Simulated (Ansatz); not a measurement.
# LiSi8O16: the cost of one run

Computed with Ansatz 0.2.0 (DFT PBE, scalar-relativistic, plane waves, PAW, unless a step's input says otherwise).

## (1) Starting point

The structure is triclinic, space group P1 (No. 1). The conventional cell has a = 5.303 Å, b = 5.846 Å, c = 5.846 Å, α = 90.00°, β = 90.00°, γ = 90.00°. Si (site symmetry 1) has 6 O at 1.75 to 1.79 Å as nearest neighbours. Si (site symmetry 1) has 6 O at 1.75 to 1.79 Å and 1 Li at 2.14 Å as nearest neighbours. O (site symmetry 1) is surrounded by 3 Si at 1.75 to 1.79 Å. O (site symmetry 1) has 1 Li at 1.59 Å and 3 Si at 1.75 to 1.79 Å as nearest neighbours. Si (site symmetry 1) has 6 O at 1.75 to 1.79 Å and 1 Li at 2.21 Å as nearest neighbours. Only part of the 25 independent sites is listed.

As a file:

```
CELL_PARAMETERS angstrom
-4.13370 -4.13370 0.00000
4.13370 -4.13370 0.00000
0.00000 0.00000 5.30340
ATOMIC_POSITIONS crystal
Si 0.50000 0.50000 0.00000
Si 0.00000 0.50000 0.25000
O 0.19430 0.50000 0.00000
O 0.00000 0.19430 0.25000
O 0.80570 0.50000 0.00000
O 0.00000 0.80570 0.25000
Si 0.50000 0.50000 0.50000
Si 0.00000 0.50000 0.75000
O 0.19430 0.50000 0.50000
O 0.00000 0.19430 0.75000
O 0.80570 0.50000 0.50000
O 0.00000 0.80570 0.75000
Si 0.00000 0.00000 0.00000
Si 0.50000 0.00000 0.25000
O 0.69430 0.00000 0.00000
O 0.50000 0.69430 0.25000
O 0.30570 0.00000 0.00000
O 0.50000 0.30570 0.25000
Si 0.00000 0.00000 0.50000
Si 0.50000 0.00000 0.75000
O 0.69430 0.00000 0.50000
O 0.50000 0.69430 0.75000
O 0.30570 0.00000 0.50000
O 0.50000 0.30570 0.75000
Li 0.24465 0.75050 0.36468
```

## (2) End point A relaxed

Input file input.yaml:

```yaml
crystal:
  lattice:
    - [-4.1337, -4.1337, 0.0]
    - [4.1337, -4.1337, 0.0]
    - [0.0, 0.0, 5.3034]
  atoms:
    - { symbol: Si, position: [0.5, 0.5, 0.0] }
    - { symbol: Si, position: [0.0, 0.5, 0.25] }
    - { symbol: O, position: [0.1943, 0.5, 0.0] }
    - { symbol: O, position: [0.0, 0.1943, 0.25] }
    - { symbol: O, position: [0.8057, 0.5, 0.0] }
    - { symbol: O, position: [0.0, 0.8057, 0.25] }
    - { symbol: Si, position: [0.5, 0.5, 0.5] }
    - { symbol: Si, position: [0.0, 0.5, 0.75] }
    - { symbol: O, position: [0.1943, 0.5, 0.5] }
    - { symbol: O, position: [0.0, 0.1943, 0.75] }
    - { symbol: O, position: [0.8057, 0.5, 0.5] }
    - { symbol: O, position: [0.0, 0.8057, 0.75] }
    - { symbol: Si, position: [0.0, 0.0, 0.0] }
    - { symbol: Si, position: [0.5, 0.0, 0.25] }
    - { symbol: O, position: [0.6943, 0.0, 0.0] }
    - { symbol: O, position: [0.5, 0.6943, 0.25] }
    - { symbol: O, position: [0.3057, 0.0, 0.0] }
    - { symbol: O, position: [0.5, 0.3057, 0.25] }
    - { symbol: Si, position: [0.0, 0.0, 0.5] }
    - { symbol: Si, position: [0.5, 0.0, 0.75] }
    - { symbol: O, position: [0.6943, 0.0, 0.5] }
    - { symbol: O, position: [0.5, 0.6943, 0.75] }
    - { symbol: O, position: [0.3057, 0.0, 0.5] }
    - { symbol: O, position: [0.5, 0.3057, 0.75] }
    - { symbol: Li, position: [0.2446506, 0.7504979, 0.3646817], spin: 1.0 }
magnetization:
  spin_polarized: true
basis:
  ecutwfc: 420.0
kpoints:
  mp_grid: { grid: [2, 2, 2] }
hamiltonian:
  xc: pbe
  pseudopotentials: { kind: paw, azcp: { folder: soft_1 } }
scf:
  occupations: { method: gaussian, width: 0.05 }
  lower_state_search: "off"
relax:
  f_tol: 0.03
  max_steps: 60
  adjacent_minimum: "off"
```

Run with:

```
ansatz run input.yaml --threads 2 --pin off --max-ram 5120MiB --backend cpu --events-out ev --progress --plain --runs-dir out
```

What time and memory should one allow on 2 threads of Arm Neoverse V2, shared host?

About 80 s, with a peak of 0.59 GiB.
